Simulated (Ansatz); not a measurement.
# BGaH₆Si: a ladder of functionals and wavefunction methods

Aim: compute BGaH₆Si with functionals from several rungs and with coupled cluster, and see how far each lands from CCSD(T) at the basis-set limit for the atomisation energy.

Method: functionals in def2-TZVPP, the program's frozen cores in correlated methods; program: Ansatz 0.2.0, Gaussian basis.

Levels to be run: LDA (SPW92), PBE-D4, revPBE-D4, BLYP-D4, r2SCAN-D4, B97M-V, PBE0-D4, B3LYP-D4, r2SCANh-D4, r2SCAN0-D4, HSE06-D4, BHLYP-D4, CAM-B3LYP-D4, LC-ωPBE, ωB97X-V, ωB97M-V, B2PLYP, PBE-QIDH; CCSD(T)/def2-SVP; CCSD(T)/def2-TZVPP; MP2/def2-QZVPP; extrapolation to the limit; RPA on PBE.

## 1. The geometry

All runs share one geometry, relaxed beforehand with PBE0-D4 in a triple-zeta def2 set.

SMILES `[SiH3][BH][GaH2]`, 9 atoms, charge 0, spin multiplicity 1.

Atoms are counted from 1 here; the program's logs count them from 0.

Bond lengths: Si1–B2 2.007 Å, Si1–H4 1.489 Å, Si1–H5 1.490 Å, Si1–H6 1.495 Å, B2–Ga3 2.057 Å, B2–H7 1.200 Å, Ga3–H8 1.575 Å, Ga3–H9 1.574 Å. Angles: B2–Si1–H4 114.7°, B2–Si1–H5 113.1°, B2–Si1–H6 104.9°, H4–Si1–H5 108.1°, H4–Si1–H6 107.5°, H5–Si1–H6 108.1°, Si1–B2–Ga3 124.5°, Si1–B2–H7 115.3°, Ga3–B2–H7 120.1°, B2–Ga3–H8 121.3°, B2–Ga3–H9 122.4°, H8–Ga3–H9 116.2°.

## 2. LDA

This LDA is Slater exchange with PW92 correlation.

Contents of in.yaml:

```yaml
crystal:
  periodic: [false, false, false]
  atoms:
    - {symbol: Si, position_ang: [-0.705340, 1.019243, -1.010132]}
    - {symbol: B, position_ang: [0.784074, 0.022783, -0.105306]}
    - {symbol: Ga, position_ang: [0.514507, -1.407457, 1.348081]}
    - {symbol: H, position_ang: [-2.052139, 0.403535, -0.853669]}
    - {symbol: H, position_ang: [-0.461999, 1.239432, -2.463413]}
    - {symbol: H, position_ang: [-0.740381, 2.354231, -0.337723]}
    - {symbol: H, position_ang: [1.891969, 0.348079, -0.432482]}
    - {symbol: H, position_ang: [0.405120, -2.935828, 0.982271]}
    - {symbol: H, position_ang: [0.364188, -1.044019, 2.872372]}
basis:
  gaussian: {orbitals: def2-TZVPP}
hamiltonian: {xc: lda}
output: {orbitals: {seedname: orbitals}}
```

Run with:

```console
> ansatz run in.yaml --threads 2 --pin off --events-out ev --progress --plain --max-ram 4352MiB
```

Further steps of the session: PBE-D4 (GGA); revPBE-D4 (GGA); BLYP-D4 (GGA); r2SCAN-D4 (meta-GGA); B97M-V (meta-GGA); PBE0-D4 (hybrid); B3LYP-D4 (hybrid); r2SCANh-D4 (hybrid); r2SCAN0-D4 (hybrid); HSE06-D4 (hybrid); BHLYP-D4 (hybrid); CAM-B3LYP-D4 (range-separated); LC-ωPBE (range-separated); ωB97X-V (range-separated); ωB97M-V (range-separated); B2PLYP (double hybrid); PBE-QIDH (double hybrid); CCSD(T) in def2-SVP; CCSD(T) in def2-TZVPP; MP2 in def2-QZVPP; RPA on PBE orbitals.

**Question.** What will the summary of the whole plan be? Wanted: atomisation energy, CCSD(T)/CBS; farthest beyond LDA; mean size of error, GGA; mean size of error, meta-GGA; mean size of error, hybrid; mean size of error, range-separated; mean size of error, double hybrid; gap, smallest and largest; T1 diagnostic.

The runs gave:

```
                               quantity                                                                                                                       value
        atomisation energy, CCSD(T)/CBS                                                                                                                   24.934 eV
    functionals within 0.249 eV (1.0 %)  PBE-D4, r2SCAN-D4, PBE0-D4, B3LYP-D4, r2SCANh-D4, r2SCAN0-D4, HSE06-D4, BHLYP-D4, CAM-B3LYP-D4, LC-ωPBE, ωB97M-V, PBE-QIDH
                    farthest beyond LDA                                                                                                       revPBE-D4 (-0.598 eV)
                mean size of error, GGA                                                                                                                    0.412 eV
           mean size of error, meta-GGA                                                                                                                    0.291 eV
             mean size of error, hybrid                                                                                                                    0.125 eV
    mean size of error, range-separated                                                                                                                    0.130 eV
      mean size of error, double hybrid                                                                                                                    0.271 eV
              gap, smallest and largest                                                                                    2.58 eV (LDA (SPW92)), 9.65 eV (LC-ωPBE)
                          T1 diagnostic                                                                                                                      0.0146
triples share of the correlation energy                                                                                                                       3.5 %
```

LDA overbinds by 2.669 eV (11 %). PBE-D4 misses by -0.238 eV. Double hybrids carry the basis error of their MP2 part in triple zeta, and no dispersion term here, so their miss is partly the set-up's. The rungs hybrid, range-separated miss on average by less than the doubt on the reference (0.249 eV), so they tie. The reference freezes the cores and leaves out relativity and excitations past (T), and its outer-core shells are covered unevenly, so misses under about 0.249 eV can't be ranked. Hartree-Fock recovers 77 % of the binding; the rest is correlation. CCSD(T) in def2-SVP is off by -1.366 eV, so the small basis spoils what the method gains. Orbital gaps span 2.6 to 9.7 eV; exact exchange widens them. Correlated methods include outer-core shells of Ga, which these sets cover unevenly.
